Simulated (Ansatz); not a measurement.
# C3H5Ga (SMILES C#[C][GaH][CH3]) at 6 levels

Wanted: a comparison of 6 runs (HF/3-21G, r2SCAN0/6-31G*, revPBE/6-31G*, wB97X/6-31G*, RPA@PBE0/6-31G*, CCSD(T)/6-31G*) of C3H5Ga. 

The results are computed with Ansatz 0.2.0.

64 further runs of the same task are left out: 64 set aside as unsound or not needed.

## (1) The molecule

The species is C3H5Ga (9 atoms), meant as a singlet with charge 0. As SMILES, `C#[C][GaH][CH3]`. The C4–H7 distance was set to 2.404 Å, away from the relaxed value. At this shape a bond of the SMILES string is far longer than usual.

Bond lengths: C1–C2 1.210 Å, C2–Ga3 1.925 Å, Ga3–C4 1.958 Å, C1–H5 1.066 Å, Ga3–H6 1.564 Å, C4–H8 1.090 Å, C4–H9 1.094 Å. Angles: C1–C2–Ga3 179.3°, C2–Ga3–C4 117.4°, C2–C1–H5 179.8°, C2–Ga3–H6 117.1°, C4–Ga3–H6 125.5°, Ga3–C4–H8 112.6°, Ga3–C4–H9 109.4°, H8–C4–H9 108.7°.

## (2) The energy at HF/3-21G (run 1)

input.yaml reads:

```yaml
crystal:
  periodic: [false, false, false]
  atoms:
    - {symbol: C, position_ang: [0.797045, 1.902464, -1.917535]}
    - {symbol: C, position_ang: [0.248345, 1.830864, -0.841635]}
    - {symbol: Ga, position_ang: [-0.632855, 1.696864, 0.864865]}
    - {symbol: C, position_ang: [-1.737755, 0.113164, 1.187565]}
    - {symbol: H, position_ang: [1.282045, 1.968764, -2.864935]}
    - {symbol: H, position_ang: [-0.409055, 2.868764, 1.876665]}
    - {symbol: H, position_ang: [-0.451400, -1.877200, 0.782100]}
    - {symbol: H, position_ang: [-2.136855, 0.079364, 2.201165]}
    - {symbol: H, position_ang: [-2.572655, 0.102164, 0.481165]}
basis:
  gaussian: {orbitals: 3-21G-spherical.json}
hamiltonian: {xc: hf}
accuracy: high
output: {orbitals: {seedname: orbitals}}
```

The basis set 3-21G is read from a file made from the Basis Set Exchange's data (not shown).

Launch:

```sh
$ ansatz run input.yaml --threads 1 --pin off --max-ram 3480MiB --events-out events.jsonl --progress --plain --runs-dir runs
```

What it wrote:

```text
Warning: RAYON_NUM_THREADS=1 ignored (pool sized by the plan → 1); use --threads N
Functional definition: HF
  name "HF"
  exchange = exact_x
  correlation = 0
1216 factors; integrals over basis functions are off by at most 1.2e-8 eV
mean field evaluation 1: about -55221.5019 eV, gradient 2.8e1 eV
mean field evaluation 2: about -55221.8154 eV, gradient 2.7e1 eV
mean field evaluation 4: about -55224.5374 eV, gradient 3.8e0 eV
mean field evaluation 8: about -55224.6131 eV, gradient 2.1e-1 eV
mean field evaluation 16: about -55224.6135 eV, gradient 2.2e-8 eV
mean field evaluation 32: about -55206.5397 eV, gradient 1.1e1 eV
mean field -55224.61347018 eV, -2029.4671124416 hartree, gradient 2.2e-8 eV, S^2 0.000000; 0 other end points of the search recorded, 0 dependent functions left out
reference -55224.61347018 eV, -2029.4671124416 hartree; 27, 27 occupied and 32, 32 virtual orbitals, 1216 factors
Total energy: -55224.61347018 eV, -2029.4671124416 hartree
```

Run time: 0.89 s. Hardware: 1 thread of Intel Xeon Platinum 8488C (Sapphire Rapids), shared host; peak memory 0.15 GiB.

## (3) The energy at r2SCAN0/6-31G(d) (spherical functions) (run 2)

run.yaml reads:

```yaml
crystal:
  periodic: [false, false, false]
  atoms:
    - symbol: C
      position_ang: [0.797045, 1.902464, -1.917535]
    - symbol: C
      position_ang: [0.248345, 1.830864, -0.841635]
    - symbol: Ga
      position_ang: [-0.632855, 1.696864, 0.864865]
    - symbol: C
      position_ang: [-1.737755, 0.113164, 1.187565]
    - symbol: H
      position_ang: [1.282045, 1.968764, -2.864935]
    - symbol: H
      position_ang: [-0.409055, 2.868764, 1.876665]
    - symbol: H
      position_ang: [-0.451400, -1.877200, 0.782100]
    - symbol: H
      position_ang: [-2.136855, 0.079364, 2.201165]
    - symbol: H
      position_ang: [-2.572655, 0.102164, 0.481165]
basis:
  gaussian: {orbitals: 6-31G_st_-spherical.json}
hamiltonian: {xc: {name: r2SCAN0}}
accuracy: high
output: {orbitals: {seedname: orbitals}}
```

The basis set 6-31G* is read from a file made from the Basis Set Exchange's data (not shown).

Launch:

```sh
$ ansatz run run.yaml --threads 1 --pin off --max-ram 3480MiB --events-out events.jsonl --progress --plain --runs-dir runs
```

What it wrote:

```text
Warning: RAYON_NUM_THREADS=1 ignored (pool sized by the plan → 1); use --threads N
Functional definition: r2SCAN0
  name "r2SCAN0"
  parameter a = 0.25
  parameter k0 = 0.174
  parameter k1 = 0.065
  parameter a1 = 4.9479
  exchange = (1 - a)*r2scan_x(k0 = k0, k1 = k1, a1 = a1) + a*exact_x
  correlation = r2scan_c
1872 factors; integrals over basis functions are off by at most 1.6e-8 eV
mean field evaluation 1: about -55542.0640 eV, gradient 5.7e1 eV
mean field evaluation 2: about -55532.7149 eV, gradient 7.1e1 eV
mean field evaluation 4: about -55551.5370 eV, gradient 1.2e1 eV
mean field evaluation 8: about -55552.2129 eV, gradient 1.0e0 eV
mean field evaluation 16: about -55552.2161 eV, gradient 3.5e-4 eV
mean field -55552.21614677 eV, -2041.5062887493 hartree, gradient 7.0e-8 eV, S^2 0.000000; 0 other end points of the search recorded, 0 dependent functions left out
reference -55552.21614773 eV, -2041.5062887847 hartree; 27, 27 occupied and 57, 57 virtual orbitals, 1872 factors
Total energy: -55552.21614773 eV, -2041.5062887847 hartree
```

It took 11 s on 1 thread of Intel Xeon Platinum 8488C (Sapphire Rapids), shared host; peak memory 0.37 GiB.

Runs 3 to 5 aren't shown in full; the table further down has their settings and results.

## (4) The energy at CCSD(T)/6-31G(d) (spherical functions) (run 6)

input.yaml, as its differences from that of step 2:

```diff
@@ -13,5 +13,9 @@
 basis:
-  gaussian: {orbitals: 3-21G-spherical.json}
-hamiltonian: {xc: hf}
+  gaussian:
+    orbitals: 6-31G_st_-spherical.json
+scf:
+  omitted_lower_state_checks: [cluster_reference, increment]
+correlation:
+  method: ccsd_t
+  frozen_orbitals: {C: 1, Ga: 9, H: 0}
 accuracy: high
-output: {orbitals: {seedname: orbitals}}
```

The basis set 6-31G* is read from a file made from the Basis Set Exchange's data (not shown).

Launch:

```sh
$ ansatz run input.yaml --threads 1 --pin off --max-ram 3480MiB --events-out events.jsonl --progress --plain --runs-dir runs
```

What it wrote:

```text
Warning: RAYON_NUM_THREADS=1 ignored (pool sized by the plan → 1); use --threads N
[... 4 set-up lines as earlier in the session ...]
these checks for a lower state are left out or cut short: cluster_reference, increment
1872 factors; integrals over basis functions are off by at most 1.6e-8 eV
mean field evaluation 1: about -55486.2301 eV, gradient 2.9e1 eV
mean field evaluation 2: about -55486.3250 eV, gradient 2.9e1 eV
mean field evaluation 4: about -55489.5392 eV, gradient 4.0e0 eV
mean field evaluation 8: about -55489.6302 eV, gradient 3.9e-1 eV
mean field evaluation 16: about -55463.7939 eV, gradient 3.5e1 eV
mean field -55489.63143124 eV, -2039.2063428749 hartree, gradient 9.7e-8 eV, S^2 0.000000; 2 other end points of the search recorded, 0 dependent functions left out; unrestricted orbitals would lower it
12 core orbitals not correlated: weight in the atoms' cores, before any rotation towards them, 1.000 or more for the frozen orbitals, at most 0.000 for the correlated occupied ones
reference -55489.63143124 eV, -2039.2063428749 hartree; 15, 15 occupied and 57, 57 virtual orbitals, 1872 factors
second order -17.28321633 eV of doubles, -0.00000000 eV of singles
cycle   1  -17.10916991 eV  change    1.7e-1 eV  update   1.8e-1
cycle   2  -18.07804471 eV  change   -9.7e-1 eV  update   7.9e-2
cycle   3  -18.43546944 eV  change   -3.6e-1 eV  update   4.7e-2
cycle   4  -18.38409576 eV  change    5.1e-2 eV  update   1.0e-2
cycle   5  -18.39848819 eV  change   -1.4e-2 eV  update   4.6e-3
cycle   6  -18.40142537 eV  change   -2.9e-3 eV  update   1.6e-3
cycle   7  -18.40072224 eV  change    7.0e-4 eV  update   6.5e-4
cycle   8  -18.40045202 eV  change    2.7e-4 eV  update   2.7e-4
cycle   9  -18.40055710 eV  change   -1.1e-4 eV  update   1.3e-4
cycle  10  -18.40065276 eV  change   -9.6e-5 eV  update   6.0e-5
cycle  11  -18.40059658 eV  change    5.6e-5 eV  update   3.1e-5
cycle  12  -18.40063993 eV  change   -4.3e-5 eV  update   1.7e-5
cycle  13  -18.40061299 eV  change    2.7e-5 eV  update   7.1e-6
cycle  14  -18.40061510 eV  change   -2.1e-6 eV  update   3.0e-6
cycle  15  -18.40061720 eV  change   -2.1e-6 eV  update   1.2e-6
cycle  16  -18.40061839 eV  change   -1.2e-6 eV  update   5.4e-7
cycle  17  -18.40061952 eV  change   -1.1e-6 eV  update   2.8e-7
cycle  18  -18.40061909 eV  change    4.3e-7 eV  update   1.5e-7
cycle  19  -18.40061904 eV  change    5.0e-8 eV  update   7.3e-8
cycle  20  -18.40061865 eV  change    3.9e-7 eV  update   2.1e-7
cycle  21  -18.40061850 eV  change    1.5e-7 eV  update   6.5e-8
cycle  22  -18.40061843 eV  change    7.0e-8 eV  update   2.9e-8
cycle  23  -18.40061838 eV  change    4.8e-8 eV  update   1.4e-8
cycle  24  -18.40061837 eV  change    1.3e-8 eV  update   5.8e-9
cycle  25  -18.40061836 eV  change    6.3e-9 eV  update   2.3e-9
cycle  26  -18.40061836 eV  change   2.0e-10 eV  update  9.0e-10
perturbative correction -0.84851312 eV, -0.0311822820 hartree
Total energy: -55508.88056272 eV, -2039.9137354093 hartree
Checks for a lower state left out: cluster_reference, increment
```

Run time: 15 s. Hardware: 1 thread of Intel Xeon Platinum 8488C (Sapphire Rapids), shared host; peak memory 0.46 GiB.

## (5) Overview of the runs

```csv
run,level,frozen core orbitals,energy (Eh),HOMO energy (eV),LUMO energy (eV),HOMO–LUMO gap (eV),wall time
1,HF/3-21G,–,-2029.467112,-8.75,0.14,8.89,0.89 s
2,r2SCAN0/6-31G* (spherical functions),–,-2041.506289,-7.31,-3.29,4.02,11 s
3,revPBE/6-31G* (spherical functions),–,-2041.486960,-6.23,-4.06,2.16,5.1 s
4,wB97X/6-31G* (spherical functions),–,-2041.645928,-9.28,-1.30,7.98,22 s
5,RPA@PBE0/6-31G* (spherical functions),12,-2040.056517,–,–,–,16 s
6,CCSD(T)/6-31G* (spherical functions),12,-2039.913735,–,–,–,15 s
```

## (6) Results

```
                                           quantity           value
                                run 6: total energy  -2039.91374 Eh
run 6: correlation energy (12 core orbitals frozen)      -707.4 mEh
                              run 6: (T) correction      -31.18 mEh
                               run 6: T1 diagnostic           0.025
```

Over runs 1, 2, 3, 4 the HOMO–LUMO gap runs from 2.16 eV (revPBE/6-31G*) to 8.89 eV (HF/3-21G). The two ends differ in method and basis. Totals of different functionals can't be ranked against each other. In runs 5, 6 the log says that unrestricted orbitals would lower the reference, so the values rest on an unstable closed-shell determinant (other closed-shell runs at this shape may share the fault). All runs together took 70 s, the longest 22 s.
